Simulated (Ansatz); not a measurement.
**InH3O (SMILES [OH][InH2]): single points off equilibrium**

The task here is to estimate one member of a computed series from the others.

Program: Ansatz 0.2.0, Gaussian basis. Level of theory: single points in def2-TZVPP. These are calculated values, not measurements.

Correlated methods freeze the cores. Filled d shells of the heavier atoms are correlated. Core potentials replace the inner electrons past krypton, and spin-orbit coupling is left out.

### The system as given

SMILES `[OH][InH2]`, 5 atoms, charge 0, spin multiplicity 1.

Atoms are counted from 1 here; the program's logs count them from 0.

Bond lengths: O1–In2 1.914 Å, O1–H3 0.953 Å, In2–H4 1.744 Å, In2–H5 1.698 Å. Angles: In2–O1–H3 124.0°, O1–In2–H4 121.4°, O1–In2–H5 113.0°, H4–In2–H5 125.6°.

Geometry (Å):

```xyz
5
charge 0, multiplicity 1
O     0.8272   -0.8318    0.7277
In   -0.1605    0.4504   -0.2937
H     0.5051   -1.7020    0.9470
H    -1.6822    0.0398   -1.0396
H     0.6175    1.9559   -0.3979
```

The first run:

Contents of run/in.yaml:

```yaml
crystal:
  periodic: [false, false, false]
  atoms:
    - {symbol: O, position_ang: [0.827200, -0.831800, 0.727700]}
    - {symbol: In, position_ang: [-0.160500, 0.450400, -0.293700]}
    - {symbol: H, position_ang: [0.505100, -1.702000, 0.947000]}
    - {symbol: H, position_ang: [-1.682200, 0.039800, -1.039600]}
    - {symbol: H, position_ang: [0.617500, 1.955900, -0.397900]}
basis:
  gaussian: {orbitals: def2-TZVPP}
correlation: {method: ccsd_t}
output: {forces: true}
```

The command line of these runs was not kept.

Among the steps run: CCSD(T)/def2-TZVPP; PBE0-D4/def2-TZVPP; wB97M-V/def2-TZVPP; r2SCAN-D4/def2-TZVPP; PBE-D4/def2-TZVPP; LC-wPBE/def2-TZVPP; CAM-B3LYP-D4/def2-TZVPP.

One of the session's tables, all rows but one given; the rest of the session is left out.

| method | RMS force component (eV/Å) | angle to CCSD(T) forces (°) | dipole (D) |
| --- | --- | --- | --- |
| CCSD(T) | 0.653 | reference | 1.31 |
| PBE0-D4 | ? | ? | ? |
| wB97M-V | 0.648 | 3.0 | 1.32 |
| r2SCAN-D4 | 0.657 | 2.8 | 1.24 |
| PBE-D4 | 0.752 | 14.6 | 1.17 |
| LC-wPBE | 0.571 | 7.8 | 1.37 |
| CAM-B3LYP-D4 | 0.622 | 3.4 | 1.35 |

Q: Estimate the row for PBE0-D4 from the others.

The run gave: RMS force component (eV/Å): 0.621; angle to CCSD(T) forces (°): 3.4; dipole (D): 1.29. In the column «RMS force component (eV/Å)» it lies between LC-wPBE (0.571) and CAM-B3LYP-D4 (0.622).
